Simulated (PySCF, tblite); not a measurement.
# C₆H₇FO₂+ (doublet): geometry, infrared bands and EPR parameters

What infrared bands and EPR parameters should C₆H₇FO₂+ (doublet) (`C=C(C)C(=O)O[C]([CH2+])F`) show?

Programs: tblite 0.8.0 and PySCF 2.14.0, with density-fitted response routines of our own. Each step states its level of theory. These are calculated values for one molecule in the gas phase, unless marked as measured. Atoms count from 0, in the outputs and in this text.

## Step 1: The molecule as given

16 atoms, charge 1, multiplicity 2; geometry from: force field or distance geometry start.

Bonds of the start (Å): C0–C1 1.33, C1–C2 1.48, C1–C3 1.48, C3–O4 1.26, C3–O5 1.39, O5–C6 1.41, C6–C7 1.48, C6–F8 1.37, C0–H9 1.10, C0–H10 1.07, C2–H11 1.10, C2–H12 1.11, C2–H13 1.12, C7–H14 1.09, C7–H15 1.10.

## Step 2: Relaxing the molecule with GFN2-xTB

The job: settings as JSON, then the geometry in Å.

```
{"job": {"kind": "relax", "xc": "GFN2-xTB", "basis": "xTB"}, "charge": 1, "multiplicity": 2}
C     -1.696700    -0.133500     1.605400
C     -1.298100     0.027600     0.347000
C     -2.265200     0.398500    -0.707800
C      0.131600    -0.177700     0.041400
O      0.569700    -0.049500    -1.130800
O      0.955900    -0.534300     1.103200
C      2.338100    -0.748700     0.898400
C      3.083500     0.410400     0.372400
F      2.660700    -1.915700     0.266400
H     -2.737900     0.002500     1.918900
H     -0.981500    -0.406100     2.357600
H     -2.050000     1.417400    -1.059000
H     -2.181300    -0.264700    -1.587700
H     -3.287200     0.327200    -0.257200
H      2.582100     1.336900     0.100800
H      4.168800     0.318700     0.254700
```

On the command line:

```sh
> OMP_NUM_THREADS=1 python probes_run.py task.json out
```

The driver reads the jobs from task.json and runs them one after another.

Output:

```text
step      E/eV     max force
  0    -779.71910    5.222
  1    -780.27715    5.840
  2    -780.65416    2.297
  3    -780.83798    1.133
  4    -780.94368    1.058
  5    -781.01267    0.912
  6    -781.08989    1.096
  7    -781.14138    0.958
  8    -781.20273    0.811
  9    -781.23588    0.716
 10    -781.25930    0.340
 11    -781.27118    0.365
 12    -781.28202    0.292
 13    -781.29052    0.275
 14    -781.29704    0.197
 15    -781.30299    0.210
 16    -781.30940    0.257
 17    -781.31660    0.273
 18    -781.32471    0.232
 19    -781.33336    0.255
 20    -781.34244    0.285
 21    -781.35120    0.219
 22    -781.35812    0.200
 23    -781.36316    0.198
 24    -781.36677    0.123
 25    -781.36981    0.146
 26    -781.37289    0.141
 27    -781.37606    0.179
 28    -781.37917    0.158
 29    -781.38223    0.136
 30    -781.38552    0.141
 31    -781.38945    0.188
 32    -781.39373    0.217
 33    -781.39814    0.204
 34    -781.40261    0.173
 35    -781.40740    0.146
 36    -781.41156    0.201
 37    -781.41492    0.123
 38    -781.41729    0.152
 39    -781.41990    0.126
 40    -781.42358    0.196
 41    -781.42906    0.273
 42    -781.43404    0.234
 43    -781.43742    0.174
 44    -781.43908    0.187
 45    -781.44036    0.102
 46    -781.44211    0.079
 47    -781.44374    0.109
 48    -781.44571    0.128
 49    -781.44759    0.137
 50    -781.44968    0.119
 51    -781.45200    0.122
 52    -781.45407    0.119
 53    -781.45600    0.111
 54    -781.45774    0.123
 55    -781.45953    0.105
 56    -781.46182    0.144
 57    -781.46511    0.182
 58    -781.46868    0.208
 59    -781.47187    0.196
 60    -781.47467    0.136
 61    -781.47772    0.186
 62    -781.48084    0.170
 63    -781.48339    0.115
 64    -781.48512    0.101
 65    -781.48642    0.113
 66    -781.48748    0.111
 67    -781.48848    0.093
 68    -781.48937    0.095
 69    -781.49005    0.088
 70    -781.49078    0.073
 71    -781.49131    0.040
 72    -781.49168    0.057
 73    -781.49203    0.067
 74    -781.49238    0.054
 75    -781.49271    0.053
 76    -781.49301    0.048
 77    -781.49335    0.053
 78    -781.49381    0.071
 79    -781.49443    0.068
 80    -781.49511    0.067
 81    -781.49568    0.055
 82    -781.49613    0.052
 83    -781.49654    0.055
 84    -781.49686    0.045
 85    -781.49710    0.041
 86    -781.49733    0.039
 87    -781.49766    0.049
 88    -781.49825    0.072
 89    -781.49925    0.084
 90    -781.50060    0.124
 91    -781.50189    0.102
 92    -781.50221    0.312
 93    -781.50448    0.113
 94    -781.50590    0.080
 95    -781.50763    0.148
 96    -781.50867    0.198
 97    -781.50981    0.113
 98    -781.51040    0.056
 99    -781.51079    0.078
100    -781.51108    0.063
101    -781.51123    0.042
102    -781.51139    0.027
103    -781.51153    0.019
104    -781.51158    0.021
105    -781.51159    0.010
106    -781.51161    0.008
```

Wall time 0.82 s (1 thread of Arm Neoverse V1, shared host).

Step by step: (not every step is listed)

```tsv
step	energy from step 0 (eV)	largest force (eV/Å)
0	0.0000	5.2215
1	-0.5580	5.8402
2	-0.9351	2.2967
3	-1.1189	1.1326
4	-1.2246	1.0580
5	-1.2936	0.9119
6	-1.3708	1.0956
7	-1.4223	0.9584
8	-1.4836	0.8110
17	-1.5975	0.2733
26	-1.6538	0.1411
35	-1.6883	0.1457
44	-1.7200	0.1866
53	-1.7369	0.1112
62	-1.7617	0.1696
71	-1.7722	0.0399
80	-1.7760	0.0673
89	-1.7801	0.0840
98	-1.7913	0.0557
101	-1.7921	0.0420
102	-1.7923	0.0267
103	-1.7924	0.0194
104	-1.7925	0.0210
105	-1.7925	0.0102
106	-1.7925	0.0082
```

Distances of close pairs at the start and the end, largest changes first:

```tsv
bond	before (Å)	after (Å)	change (Å)
C6–C7	1.475	1.346	-0.129
O5–C6	1.414	1.342	-0.072
C3–O4	1.258	1.191	-0.067
C6–F8	1.366	1.316	-0.050
C2–H13	1.119	1.087	-0.032
C3–O5	1.391	1.362	-0.028
C1–C3	1.476	1.502	+0.025
C0–C1	1.330	1.347	+0.017
```

The next job starts from the end point, and lists it.

## Step 3: Vibrational analysis with GFN2-xTB

The job: settings as JSON, then the geometry in Å.

```
{"job": {"kind": "ir", "xc": "GFN2-xTB", "basis": "xTB"}, "charge": 1, "multiplicity": 2}
C     -1.711869    -0.443603     1.595684
C     -1.336816     0.031577     0.392575
C     -2.237137     0.394062    -0.712839
C      0.112549     0.299904     0.105167
O      0.509784     1.029629    -0.748461
O      0.906083    -0.407269     0.957565
C      2.234802    -0.529310     0.813264
C      3.082694     0.123732    -0.002475
F      2.662102    -1.458988     1.640390
H     -2.748785    -0.422749     1.899420
H     -1.009567    -0.824987     2.320845
H     -1.946877     1.372516    -1.110704
H     -2.122931    -0.287121    -1.564235
H     -3.279721     0.360521    -0.406579
H      2.736167     0.832045    -0.737975
H      4.141924    -0.061014     0.081913
```

Output:

```text
mode    cm-1     km/mol
  1      42.5      1.83
  2      64.8     13.00
  3     117.2      2.64
  4     137.9     10.47
  5     141.7      2.99
  6     264.7      0.28
  7     298.3      0.90
  8     331.2      2.10
  9     389.8      0.59
 10     418.9      0.97
 11     490.4      6.47
 12     517.9     84.29
 13     567.5     24.65
 14     571.2      3.56
 15     617.1      8.10
 16     709.3    116.87
 17     859.7     15.16
 18     867.0     52.30
 19     894.9      8.76
 20     896.6     69.68
 21     921.4      9.10
 22     932.0     68.49
 23     937.5     29.78
 24     962.0     49.07
 25     984.8      7.97
 26    1175.8     14.04
 27    1231.7    115.54
 28    1298.7    320.95
 29    1313.4    367.31
 30    1333.3     44.81
 31    1351.7     28.66
 32    1390.3      3.90
 33    1531.4     41.93
 34    1543.4    600.97
 35    1767.2    207.61
 36    2919.6     25.97
 37    2961.9    159.92
 38    3051.2     22.72
 39    3070.2    128.44
 40    3085.5    168.85
 41    3106.0      7.54
 42    3132.2     25.55
```

Run time: 0.58 s. Hardware: 1 thread of Arm Neoverse V1, shared host.

The strongest bands and the atoms that carry them (share of the mass-weighted mode):

```tsv
cm⁻¹	km/mol	atoms
709	116.9	C3 60 %, C1 12 %
1299	320.9	H14 35 %, H15 33 %
1313	367.3	H11 28 %, H12 26 %, H13 15 %
1543	601.0	C6 51 %, C7 34 %
1767	207.6	C3 60 %, O4 39 %
2962	159.9	H11 63 %, H12 32 %
3070	128.4	H9 70 %, H10 22 %
3086	168.8	H14 52 %, H15 42 %
```

## Step 4: EPR parameters: B3LYP/pcH-1

Settings changed since step 3:

```diff
@@ -1,2 +1,2 @@
-{"job": {"kind": "ir", "xc": "GFN2-xTB", "basis": "xTB"}, "charge": 1, "multiplicity": 2}
+{"job": {"kind": "epr", "basis": "pcH-1"}, "charge": 1, "multiplicity": 2}
 C     -1.711869    -0.443603     1.595684
```

With the program's defaults for keys left out, this is: UKS B3LYP, pcH-1 on C F H O, non-relativistic, mean-field spin-orbit, GIAO.

Output:

```text
UKS, coarse grid
  cycle   1  E = -482.54190576  |g| = 8.02e-01
  cycle   2  E = -481.21107551  |g| = 1.87e+00
  cycle   3  E = -482.66185684  |g| = 5.30e-01
  cycle   4  E = -482.77212382  |g| = 1.87e-01
  cycle   5  E = -482.73081088  |g| = 3.06e-01
  cycle   6  E = -482.79825776  |g| = 4.12e-02
  cycle   7  E = -482.79881399  |g| = 2.49e-02
  cycle   8  E = -482.79904944  |g| = 1.37e-02
  cycle   9  E = -482.79913418  |g| = 8.29e-03
  cycle  10  E = -482.79918218  |g| = 3.15e-03
  cycle  11  E = -482.79919232  |g| = 1.13e-03
  cycle  12  E = -482.79919302  |g| = 6.08e-04
UKS, final grid
  cycle   1  E = -482.79914419  |g| = 1.08e-03
  cycle   2  E = -482.79914260  |g| = 2.42e-03
  cycle   3  E = -482.79914466  |g| = 3.63e-04
  cycle   4  E = -482.79914473  |g| = 1.93e-04
  cycle   5  E = -482.79914477  |g| = 1.04e-04
  cycle   6  E = -482.79914479  |g| = 4.83e-05
  cycle   7  E = -482.79914479  |g| = 1.13e-05
E = -482.79914479 Eh   <S^2> = 0.7627 (exact 0.7500)
g shifts (ppm)      1          2          3
  rmc          -173       -173       -173
  gc             -2         38         40
  oz_so          82       1303       1645
  total         -93       1168       1512
hyperfine (MHz)  atom isotope    a_iso     a_fc   dipolar eigenvalues
    0   13C      14.29      14.29    -20.97    -20.22     41.19
    1   13C      -0.03      -0.03    -11.77     -9.20     20.97
    2   13C      -4.94      -4.94     -3.11     -2.18      5.29
    3   13C      -4.08      -4.08     -2.63      0.26      2.36
    4   17O       2.31       2.31     -5.94     -4.09     10.03
    5   17O     -14.77     -14.77    -42.46     20.83     21.63
    6   13C     -18.48     -18.48    -10.48     -5.70     16.18
    7   13C      33.34      33.34    -40.12    -39.31     79.42
    8   19F      26.32      26.32    -77.15    -73.70    150.85
    9    1H     -10.63     -10.63     -9.91     -2.55     12.46
   10    1H     -11.46     -11.46     -7.88     -3.32     11.20
   11    1H      43.14      43.14     -2.72     -1.01      3.72
   12    1H      50.03      50.03     -2.75     -1.89      4.65
   13    1H       3.51       3.51     -2.13     -0.09      2.23
   14    1H     -32.37     -32.37    -17.79     -3.28     21.07
   15    1H     -31.59     -31.59    -18.34     -3.09     21.43
```

Run time: 1.9 min. Hardware: 1 thread of Arm Neoverse V1, shared host; peak memory 1.1 GiB.

Principal g values 2.00223, 2.00349, 2.00383; g(iso) = 2.00318, against 2.00232 for a free electron.

Mean a(iso) over the nuclei that a row names, and the largest dipolar term of the row (other rows stand at the frozen geometry):

```tsv
nuclei	isotope	a(iso) (MHz)	a(iso) (G, at g = 2.0023)	largest dipolar term (MHz)
C7	13C	33.3	11.9	79.4
H11, H12, H13	1H	32.2	11.5	4.6
H14, H15	1H	-32.0	-11.4	21.4
F8	19F	26.3	9.4	150.9
C6	13C	-18.5	-6.6	16.2
O5	17O	-14.8	-5.3	-42.5
C0	13C	14.3	5.1	41.2
H10	1H	-11.5	-4.1	11.2
H9	1H	-10.6	-3.8	12.5
C2	13C	-4.9	-1.8	5.3
C3	13C	-4.1	-1.5	-2.6
O4	17O	2.3	0.8	10.0
C1	13C	0.0	0.0	21.0
```

Mulliken spin populations:

C0 0.25; C1 0.11; C2 0.01; C3 -0.02; O4 -0.03; O5 0.11; C6 0.07; C7 0.49; F8 0.03; H9 -0.01; H10 -0.01; H11 0.02; H12 0.02; H13 0.00; H14 -0.02; H15 -0.02

In first order the couplings over 0.8 MHz of 1H, 19F give 96 distinct lines over 74.6 G, if the averaged nuclei exchange fast.

The fields below are evaluated on a grid from the run's orbitals.

ELF in a plane through or near 12 of the atoms.

Ten even steps from ' ' (0.00) to '@' (1.00):
```
                                                        
                                                        
                                                        
                                  ....                  
              --##..  ::==++==    %%%%**                
            ..%%@@**  ++%%%%%%..  @@@@%%..              
        ::----%%@@@@  ##%%++%%  ..@@@@##====::          
      ::@@@@####@@@@  ++####**  ..**--++%%@@%%..        
      ##@@@@@@::::++    ----::**++@@**##@@@@@@--        
      ++@@@@@@++%%##--==**::==%%--****==@@@@%%..        
        ++==..--++..****==++--++==##--                  
              ..==--++####++  ==%%**++==..              
            --++++--  **%%::  ##==**@@@@@@##            
            --**##==  ..==  ++@@@@**@@@@@@@@            
            ..::==--      ..@@@@@@==++@@@@==            
                ..        ..@@@@%%..  ::::              
                              ::..                      
                                                        
                                                        
                                                        
```
The map spans 13.4 Å across and 9.7 Å up, centred on the molecule. Atoms in the plane (x, y in Å): C0 (1.6, -1.5), C1 (1.3, -0.2), C2 (2.3, 0.9), C3 (-0.1, 0.3), O5 (-1.0, -0.7), C6 (-2.3, -0.6), C7 (-3.1, 0.5), H9 (2.6, -1.8), H10 (0.9, -2.3), H13 (3.3, 0.6), H14 (-2.6, 1.5), H15 (-4.1, 0.4).

log10 of the density (e/Å³) in the same plane.

Values, 10 rows by 14 columns:
```
-4.0 -4.0 -4.0 -4.0 -4.0 -4.0 -4.0 -4.0 -4.0 -4.0 -4.0 -4.0 -4.0 -4.0
-4.0 -4.0 -4.0 -4.0 -4.0 -4.0 -3.4 -3.4 -3.4 -3.1 -3.6 -4.0 -4.0 -4.0
-4.0 -4.0 -3.5 -2.4 -1.8 -2.0 -1.1 -1.2 -1.7 -1.2 -2.1 -3.3 -4.0 -4.0
-4.0 -3.6 -1.9 -0.9  0.2 -0.9  0.5  0.2 -0.9  0.2 -0.8 -2.1 -3.8 -4.0
-4.0 -3.0 -0.9  0.2  0.3 -0.8 -0.1  0.5  0.0  0.1  0.0 -1.4 -3.4 -4.0
-4.0 -3.5 -1.8 -0.9  0.2  0.2  0.8 -0.3  0.4 -0.4 -1.4 -2.4 -4.0 -4.0
-4.0 -4.0 -3.0 -1.0 -0.1 -0.8 -0.3 -0.9  0.4  0.3 -0.9 -2.8 -4.0 -4.0
-4.0 -4.0 -4.0 -1.8 -1.1 -1.8 -2.3 -1.1 -0.3 -0.9 -1.5 -3.2 -4.0 -4.0
-4.0 -4.0 -4.0 -4.0 -3.5 -4.0 -3.9 -2.7 -2.3 -2.7 -3.3 -4.0 -4.0 -4.0
-4.0 -4.0 -4.0 -4.0 -4.0 -4.0 -4.0 -4.0 -4.0 -4.0 -4.0 -4.0 -4.0 -4.0
```
The map spans 13.4 Å across and 9.7 Å up, centred on the molecule. Atoms in the plane (x, y in Å): C0 (1.6, -1.5), C1 (1.3, -0.2), C2 (2.3, 0.9), C3 (-0.1, 0.3), O5 (-1.0, -0.7), C6 (-2.3, -0.6), C7 (-3.1, 0.5), H9 (2.6, -1.8), H10 (0.9, -2.3), H13 (3.3, 0.6), H14 (-2.6, 1.5), H15 (-4.1, 0.4).

On the surface of density 0.002 e/bohr³ the electrostatic potential runs, from the 1st to the 99th percentile, from 2.71 V near O4 to 5.84 V near C6.

The spin density lies nearest to C7 31 %; C0 15 %; C1 11 %; O5 10 %.

## Step 5: Results

| quantity | value |
| --- | --- |
| strongest single infrared mode (GFN2-xTB) | 1543 cm⁻¹, 601 km/mol |
| zero-point energy (GFN2-xTB) | 70.3 kcal/mol |
| g(iso) (B3LYP) | 2.00318 |
| ⟨S²⟩ | 0.763 (exact 0.75) |
| largest a(iso) (averaged by class) | 13C on C7, 33.3 MHz |

The optimisation took 106 steps and gained 1.793 eV; among the close pairs (by a distance rule), C6–C7 changed most, from 1.475 to 1.346 Å. All 42 modes are real, so the xTB geometry is a minimum. The strongest single mode, at 1543 cm⁻¹, moves mainly C6 and C7. Unscaled tight-binding wavenumbers are off by several per cent, some by more. Its intensities can rank the bands wrongly. The largest share of the spin, 0.49 e, sits on C7. The isotropic g lies 0.9 ppt above the free-electron value.
